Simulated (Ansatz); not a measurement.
I need a scan of the Hubbard U of TiOF, space group P4/mmm. Use Ansatz 0.2.0, Python API. Settings (first run): PBEsol, PAW, the default cutoff (420 eV here), 10×10×7 k-points, cold smearing of 0.1 eV.

```
Ti O F
1.0
     2.86246    0.00000    0.00000
     0.00000    2.86246    0.00000
     0.00000    0.00000    3.93521
Ti O F
1 1 1
Direct
  0.00000 0.00000 0.00000
  0.50000 0.50000 0.00000
  0.00000 0.00000 0.50000
```

`tiof_plus_u.py`
```python
'''How the states of TiOF follow the Hubbard U.'''

import warnings

import ansatz as az
import numpy as np

XC = 'pbesol'
MESH = (10, 10, 7)
FILLING = 'cold'
SIGMA = 0.1
SCF_TOL = 1e-10


def count_gap(report):
    # lowest empty less highest filled band, counting bands; zero where they overlap
    return max(report.get('gap_by_band_count_ev') or 0.0, 0.0)

warnings.simplefilter('ignore', az.DeckWarning)

cell = (
    az.Lattice.from_parameters(2.86246, 2.86246, 3.935206, alpha=90.0, beta=90.0, gamma=90.0)
    .atom('Ti', [0.0, 0.0, 0.0])
    .atom('O', [0.5, 0.5, 0.0])
    .atom('F', [0.0, 0.0, 0.5])
)

job = (
    cell.calculation()
    .functional(XC)
    .kpoints(*MESH)
    .occupations(FILLING, width=SIGMA)
    .scf(tolerance=SCF_TOL)
    .band_table()
)
rows = []
for u in [1.0, 3.0, 5.0, 7.0]:
    summary = job.hubbard('Ti', 'd', u_eff=u).run().report
    shell = summary['hubbard']['n_scf']
    rows.append((u, count_gap(summary), sum(shell) / len(shell), summary['n_iterations']))
lines = [','.join(['U_eff eV', 'gap by band count eV', 'Ti d occupation (projector)', 'iterations'])] + [','.join(f'{v:.4f}' if isinstance(v, float) else str(v) for v in row) for row in rows]
print('\n'.join(lines))
with open('plus_u.csv', 'w') as handle:
    handle.write('\n'.join(lines) + '\n')
print('eigenvalues of the first occupation matrix at the last U, by spin:')
for channel in summary['hubbard']['n_eig'][0]:
    print('  ', ' '.join(f'{n:.3f}' for n in channel))
```

```console
$ python tiof_plus_u.py
U_eff eV,gap by band count eV,Ti d occupation (projector),iterations
1.0000,0.0000,2.4653,13
3.0000,0.0000,2.3927,12
5.0000,0.0000,2.3024,13
7.0000,0.0000,2.2235,12
eigenvalues of the first occupation matrix at the last U, by spin:
   0.083 0.083 0.178 0.202 0.565
```

Caveats:
- The cell holds an odd number of electrons and is run without spin, so a magnetic state may lie lower.
- The mesh is modest for a metal, so energies can be off by several to tens of meV an atom and pressures by half a GPa or more; differences at equal mesh fare better.
- A gap by band count of zero or less means overlapping bands, a metal, and at an odd count of electrons it is no gap at all.
- A Hubbard U without spin forces both spins into the same orbitals, which can open a gap or pick a state that a spin-polarised run wouldn't.
- The structure comes from a database of computed cells and needn't be a stable or known phase.
- Levels are Kohn-Sham eigenvalues on this mesh.
- Shell occupations and the effect of U depend on the projectors; a run with no .spin step is spin-unpolarised, and each U may end in a state that isn't the lowest.
- The script silences the warnings on its input, which a real study should read.
- Processor time in the engine: 11 s on 1 thread of Intel(R) Xeon(R) Processor @ 2.30GHz, on a shared host, peak memory 0.53 GiB.

(A comment or docstring line of the script was reworded after the run, the code is as it ran.)
